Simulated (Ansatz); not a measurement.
This script makes a comparison of norm-conserving and PAW potentials of PPt, space group P6_3mc with Ansatz 0.2.0 through its Python package.

Contents of `ppt.cif`:
```cif
data_PPt
_cell_length_a 3.743028
_cell_length_b 3.743028
_cell_length_c 6.353743
_cell_angle_alpha 90.00000
_cell_angle_beta 90.00000
_cell_angle_gamma 120.00000
_symmetry_space_group_name_H-M 'P 1'
_symmetry_Int_Tables_number 1
loop_
_symmetry_equiv_pos_as_xyz
'x, y, z'
loop_
_atom_site_label
_atom_site_type_symbol
_atom_site_fract_x
_atom_site_fract_y
_atom_site_fract_z
P1 P    0.666667    0.333333    0.503103
P2 P    0.333333    0.666667    0.003103
Pt3 Pt    0.666667    0.333333    0.871899
Pt4 Pt    0.333333    0.666667    0.371899
```

`nc_paw.py`
```python
# -*- coding: utf-8 -*-
'''Two kinds of potentials on PPt.'''

import ansatz as az
from ase.io import read
import numpy as np


def count_gap(report):
    # lowest empty less highest filled band, counting bands; zero where they overlap
    return max(report.get('gap_by_band_count_ev') or 0.0, 0.0)

atoms = read('ppt.cif')
crystal = az.Crystal.from_ase(atoms)

calculation = (
    crystal.calculation()
    .functional('PBEsol')
    .kpoints(spacing=0.26)
    .occupations('Gaussian', width=0.1)
    .stress()
    .forces()
    .band_table()
)
variants = {
    'PAW': calculation.pseudopotentials('paw'),
    'norm-conserving': calculation.pseudopotentials('nc'),
}
# totals differ by the cores that each treatment holds, so compare what does not depend on them
rows = []
for label, variant in variants.items():
    data = variant.run(threads=1).report
    levels = np.array(data['eigenvalues_ev'][0]) - data['fermi_energy_ev']
    print(label, 'levels at the first k-point near E_F:', np.round(levels[np.abs(levels) < 5], 3))
    rows.append((label, data['n_electrons'], np.trace(data['stress_gpa']) / 3, float(np.abs(data['forces_ev_ang']).max()), count_gap(data)))
for row in rows:
    print('; '.join(f'{name} = {round(v, 4) if isinstance(v, float) else v}' for name, v in zip(['treatment', 'electrons in bands', 'P GPa', 'max force component eV/A', 'gap by band count eV'], row)))
```

How well do the two treatments of the cores agree on the pressure?

PAW gives -4.706 GPa and norm-conserving -4.747 GPa, 0.041 GPa apart. They took 3.1 and 14.8 s of processor time.

The output:

```console
$ python nc_paw.py
DeckWarning: the atoms were moved onto the symmetric positions of the space group found under crystal.symmetry.tolerance 1.0e-5 (fractional; no operation is sought that the atoms, as they stand in a round, miss by more than twice it, and no atom is moved by [...]
DeckWarning: basis.ecutwfc = 420 eV, auto-derived from the records' recommended cutoffs: set by P (normal level)
PAW levels at the first k-point near E_F: [-3.903 -3.903 -3.344 -3.344 -3.097  1.852  1.852  3.079  3.607  4.128
  4.128  4.564]
DeckWarning: basis.ecutwfc = 1142.878222 eV, auto-derived from the records' recommended cutoffs: set by Pt (normal level)
norm-conserving levels at the first k-point near E_F: [-3.896 -3.896 -3.336 -3.336 -3.094  1.851  1.851  3.071  3.604  4.124
  4.124  4.556]
treatment = PAW; electrons in bands = 46.0; P GPa = -4.7062; max force component eV/A = 0.1148; gap by band count eV = 0.0
treatment = norm-conserving; electrons in bands = 46.0; P GPa = -4.7475; max force component eV/A = 0.1141; gap by band count eV = 0.0
```
(Warnings from the package without file and line, shortened.)

Reading the output:
- No spin polarisation was allowed.
- The computed bands are complete only to about 4.4 eV above the Fermi level.
- A gap by band count of zero or less means overlapping bands, a metal.
- This cell is a computed structure, which may not be the phase found in nature.
- Levels are Kohn-Sham eigenvalues on this mesh, without spin-orbit coupling.
- Stress is positive in compression.
- Run time: 19 s on 1 thread of Intel(R) Xeon(R) Processor @ 2.30GHz, on a shared host, peak memory 0.73 GiB.
